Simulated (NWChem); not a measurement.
# One shape, several levels: BSi2H9O (SMILES [BH3-][O+]([SiH3])[SiH3])

Wanted: a comparison of 4 runs (HF/STO-3G, HF/3-21G, B3LYP/6-31G*) of BSi2H9O. 

The results are computed with NWChem 7.3.0.

## Step 1: The system as given

The species is BSi2H9O (13 atoms), meant as a singlet with charge 0. As SMILES, `[BH3-][O+]([SiH3])[SiH3]`. The coordinates come from a PBE0-D4/def2-TZVP relaxation.

Bond lengths: B1–O2 1.668 Å, O2–Si3 1.686 Å, O2–Si4 1.686 Å, B1–H5 1.212 Å, B1–H6 1.212 Å, B1–H7 1.204 Å, Si3–H8 1.484 Å, Si3–H9 1.477 Å, Si3–H10 1.475 Å, Si4–H11 1.477 Å, Si4–H12 1.484 Å, Si4–H13 1.475 Å. Some angles: B1–O2–Si3 110.8°, B1–O2–Si4 110.7°, Si3–O2–Si4 136.0°, O2–B1–H5 102.9°, O2–B1–H6 102.9°, O2–B1–H7 104.7°, O2–Si3–H8 105.2°, O2–Si3–H9 109.2°, O2–Si3–H10 107.7°, O2–Si4–H11 109.2°.

## Step 2: Energy and forces at HF/STO-3G (run 1)

File job.nw:

```
start job
memory stack 880 mb heap 220 mb global 1100 mb
charge 0
geometry units au noautosym nocenter noautoz
B      0.14154049     2.57966513    -1.36305945
O      0.27646693    -0.26493960    -0.01379500
Si     1.24721924    -0.03420404     3.01241242
Si    -1.31165890    -2.41072362    -1.75366584
H     -1.73760317     2.43736876    -2.66583664
H     -0.08428179     3.98656623     0.43047961
H      2.09967470     2.77014953    -2.50445403
H      1.62006221    -2.67793089     3.87053705
H     -0.74341826     1.20829088     4.52419331
H      3.64717142     1.38214569     3.02488461
H     -4.04476980    -1.85741181    -1.62535344
H     -0.75853607    -4.88513100    -0.55520154
H     -0.31350556    -2.29960772    -4.35298413
end
basis "ao basis" spherical bse
B library STO-3G
O library STO-3G
Si library STO-3G
H library STO-3G
end
scf
singlet
rhf
thresh 1e-08
maxiter 80
noprint "final vectors analysis"
end
task scf gradient
```

The run is started by

```bash
$ nwchem job.nw > job.out
```

What it wrote:

```text
[...]
  functions       =    37
[...]
  wavefunction    = RHF
[...]
         Total SCF energy =   -674.716768327180
      One-electron energy =  -1397.893373824832
      Two-electron energy =    491.450125126700
 Nuclear repulsion energy =    231.726480370951
        Time for solution =      3.3s
[...]
                         RHF ENERGY GRADIENTS
    atom               coordinates                        gradient
                 x          y          z           x          y          z
   1 B       0.141540   2.579665  -1.363059    0.004855   0.015873  -0.010413
   2 O       0.276467  -0.264940  -0.013795    0.005401  -0.043333   0.018800
   3 Si      1.247219  -0.034204   3.012412   -0.007769   0.010942  -0.022813
   4 Si     -1.311659  -2.410724  -1.753666    0.007360   0.025046   0.005077
   5 H      -1.737603   2.437369  -2.665837   -0.024990  -0.005092  -0.014753
   6 H      -0.084282   3.986566   0.430480   -0.003702   0.014889   0.025041
   7 H       2.099675   2.770150  -2.504454    0.021958   0.000968  -0.012241
   8 H       1.620062  -2.677931   3.870537    0.003877  -0.030004   0.008169
   9 H      -0.743418   1.208291   4.524193   -0.021099   0.013713   0.015667
  10 H       3.647171   1.382146   3.024885    0.024958   0.015247  -0.000981
  11 H      -4.044770  -1.857412  -1.625353   -0.028941   0.006466   0.001127
[...]
```

Run time: 5.1 s. Hardware: 1 thread of AMD EPYC 7R13 (Zen 3), shared host; peak memory 0.098 GiB.

## Step 3: Energy and forces at HF/3-21G (run 2)

File nw.nw:

```
echo
start nw
memory 2200 mb

geometry units angstroms noautosym nocenter noautoz
  B     0.074900    1.365100   -0.721300
  O     0.146300   -0.140200   -0.007300
  Si    0.660000   -0.018100    1.594100
  Si   -0.694100   -1.275700   -0.928000
  H    -0.919500    1.289800   -1.410700
  H    -0.044600    2.109600    0.227800
  H     1.111100    1.465900   -1.325300
  H     0.857300   -1.417100    2.048200
  H    -0.393400    0.639400    2.394100
  H     1.930000    0.731400    1.600700
  H    -2.140400   -0.982900   -0.860100
  H    -0.401400   -2.585100   -0.293800
  H    -0.165900   -1.216900   -2.303500
end

basis spherical bse
  * library 3-21G
end

scf
  singlet
  rhf
  thresh 1e-08
  maxiter 80
end

task scf gradient
```

The run is started by

```bash
$ nwchem nw.nw > nw.out
```

What it wrote:

```text
[...]
  functions       =    62
[...]
  wavefunction    = RHF
[...]
         Total SCF energy =   -679.047975199848
      One-electron energy =  -1399.467695592131
      Two-electron energy =    488.693223340312
 Nuclear repulsion energy =    231.726497051971
        Time for solution =      3.5s
[...]
                         RHF ENERGY GRADIENTS
    atom               coordinates                        gradient
                 x          y          z           x          y          z
   1 B       0.141540   2.579665  -1.363059   -0.001421  -0.004108   0.002855
   2 O       0.276467  -0.264940  -0.013795    0.005520  -0.006992   0.000538
   3 Si      1.247219  -0.034204   3.012412   -0.009818  -0.001840  -0.014675
   4 Si     -1.311659  -2.410723  -1.753666    0.004841   0.011801   0.012425
   5 H      -1.737603   2.437369  -2.665836   -0.002189  -0.003713  -0.000680
   6 H      -0.084282   3.986566   0.430480    0.000373  -0.001278   0.004054
   7 H       2.099675   2.770149  -2.504454    0.001762  -0.001202  -0.000350
   8 H       1.620062  -2.677931   3.870537   -0.000341  -0.000584  -0.001292
   9 H      -0.743418   1.208291   4.524193   -0.000925   0.001377  -0.001134
  10 H       3.647171   1.382146   3.024884    0.000336   0.001543  -0.002320
  11 H      -4.044770  -1.857412  -1.625353   -0.000292   0.001993   0.000101
[...]
```

It took 5.7 s on 1 thread of AMD EPYC 7R13 (Zen 3), shared host; peak memory 0.096 GiB.

Run 3 isn't shown in full; the table further down has it.

## Step 4: Energy and forces at B3LYP/6-31G(d) (Cartesian functions) (run 4)

File run.py:

```python
from ase import Atoms
from ase.calculators.nwchem import NWChem

mol = Atoms(['B', 'O', 'Si', 'Si', 'H', 'H', 'H', 'H', 'H', 'H', 'H', 'H', 'H'], positions=[
    [0.074900, 1.365100, -0.721300],
    [0.146300, -0.140200, -0.007300],
    [0.660000, -0.018100, 1.594100],
    [-0.694100, -1.275700, -0.928000],
    [-0.919500, 1.289800, -1.410700],
    [-0.044600, 2.109600, 0.227800],
    [1.111100, 1.465900, -1.325300],
    [0.857300, -1.417100, 2.048200],
    [-0.393400, 0.639400, 2.394100],
    [1.930000, 0.731400, 1.600700],
    [-2.140400, -0.982900, -0.860100],
    [-0.401400, -2.585100, -0.293800],
    [-0.165900, -1.216900, -2.303500],
])

calc = NWChem(
    label='bh9osi2',
    theory='dft',
    memory='2200 mb',
    basis='6-31G*',
    dft={'xc': 'b3lyp', 'mult': '1', 'grid': 'xfine', 'convergence': 'energy 1e-08', 'iterations': '100', 'mulliken': None},
)
mol.calc = calc

forces = mol.get_forces()
e = mol.get_potential_energy()
print(f"E = {e:.6f} eV")
print("forces (eV/A):")
for s, f in zip(mol.symbols, forces):
    print(f"{s:2s} {f[0]:10.5f} {f[1]:10.5f} {f[2]:10.5f}")
print("dipole (e A):", mol.get_dipole_moment().round(4))
```

The run is started by

```bash
$ export ASE_NWCHEM_COMMAND="nwchem PREFIX.nwi > PREFIX.nwo"
$ python run.py
```

What it wrote:

```text
E = -18626.452965 eV
forces (eV/A):
B    -0.02509    0.38114   -0.17967
O     0.12177    0.13498   -0.13169
Si    0.18034    0.00936    0.54147
Si   -0.27290   -0.40942   -0.29367
H     0.03769    0.04751    0.03065
H    -0.01394   -0.00113   -0.06330
H    -0.01419   -0.01599    0.01574
H     0.01779   -0.00679    0.04093
H     0.01178   -0.00663    0.05368
H     0.01291   -0.01219    0.04073
H    -0.02659   -0.04366   -0.02052
H    -0.01450   -0.03780   -0.02031
H    -0.01512   -0.03934   -0.01409
dipole (e A): [-0.0328 -0.6623  0.3491]
```

The calculator wrote bh9osi2.nwi:

```
title "bh9osi2"

permanent_dir bh9osi2

scratch_dir bh9osi2

start bh9osi2

geometry units angstrom nocenter noautosym noautoz
  B  7.4899999999999994e-02 1.3651000000000000e+00 -7.2130000000000005e-01
  O  1.4630000000000001e-01 -1.4019999999999999e-01 -7.3000000000000001e-03
  Si 6.6000000000000003e-01 -1.8100000000000002e-02 1.5941000000000001e+00
  Si -6.9410000000000005e-01 -1.2757000000000001e+00 -9.2800000000000005e-01
  H  -9.1949999999999998e-01 1.2898000000000001e+00 -1.4107000000000001e+00
  H  -4.4600000000000001e-02 2.1095999999999999e+00 2.2780000000000000e-01
  H  1.1111000000000000e+00 1.4659000000000000e+00 -1.3252999999999999e+00
  H  8.5729999999999995e-01 -1.4171000000000000e+00 2.0482000000000000e+00
  H  -3.9340000000000003e-01 6.3939999999999997e-01 2.3940999999999999e+00
  H  1.9299999999999999e+00 7.3140000000000005e-01 1.6007000000000000e+00
  H  -2.1404000000000001e+00 -9.8290000000000000e-01 -8.6009999999999998e-01
  H  -4.0139999999999998e-01 -2.5851000000000002e+00 -2.9380000000000001e-01
  H  -1.6589999999999999e-01 -1.2169000000000001e+00 -2.3035000000000001e+00
end

memory 2200 mb

basis noprint
   * library 6-31G*
end

dft
  xc b3lyp
  mult 1
  grid xfine
  convergence energy 1e-08
  iterations 100
  mulliken
end

task dft gradient
```

bh9osi2.nwo, cut to the lines that bear on the results:

```text
[...]
         Total DFT energy =     -684.509526589487
[...]
  wavefunction    = closed shell
                         DFT ENERGY GRADIENTS
    atom               coordinates                        gradient
                 x          y          z           x          y          z
   1 B       0.141540   2.579665  -1.363059    0.000488  -0.007412   0.003494
   2 O       0.276467  -0.264940  -0.013795   -0.002368  -0.002625   0.002561
   3 Si      1.247219  -0.034204   3.012412   -0.003507  -0.000182  -0.010530
[... 9 lines of this table left out ...]
  13 H      -0.313506  -2.299608  -4.352984    0.000294   0.000765   0.000274
[...]
```

Run time: 52 s. Hardware: 1 thread of AMD EPYC 7R13 (Zen 3), shared host; peak memory 0.16 GiB.

## Step 5: All runs side by side

| run | level | iteration cap | module | energy (Eh) | dipole moment (D) | largest force (eV/Å) | wall time |
| --- | --- | --- | --- | --- | --- | --- | --- |
| 1 | HF/STO-3G | 80 | scf | -674.716768 | 4.90 | 2.445 | 5.1 s |
| 2 | HF/3-21G | 80 | scf | -679.047975 | 4.20 | 0.916 | 5.7 s |
| 3 | B3LYP/6-31G* (spherical functions) | 100 | dft | -684.504553 | 3.60 | 0.602 | 49 s |
| 4 | B3LYP/6-31G* (Cartesian functions) | 100 | dft | -684.509527 | 3.60 | 0.573 | 52 s |

## Step 6: Summary of results

| quantity | value |
| --- | --- |
| run 4: total energy | -684.50953 Eh |
| run 4: dipole moment | 3.60 D |
| run 4: HOMO energy | -7.74 eV |
| run 4: LUMO energy | -0.74 eV |
| run 4: HOMO–LUMO gap | 7.00 eV |
| run 4: largest force on an atom | 0.573 eV/Å |

What this shows: The dipole moment (its size) runs from 3.60 D (B3LYP/6-31G*) to 4.90 D (HF/STO-3G). The two ends differ in method and basis. Over runs 2, 3, 4 the HOMO–LUMO gap runs from 7.00 eV (B3LYP/6-31G*) to 14.51 eV (HF/3-21G). In run 1 the basis is minimal, so the values are rough. All runs together took 1.9 min, the longest 52 s.
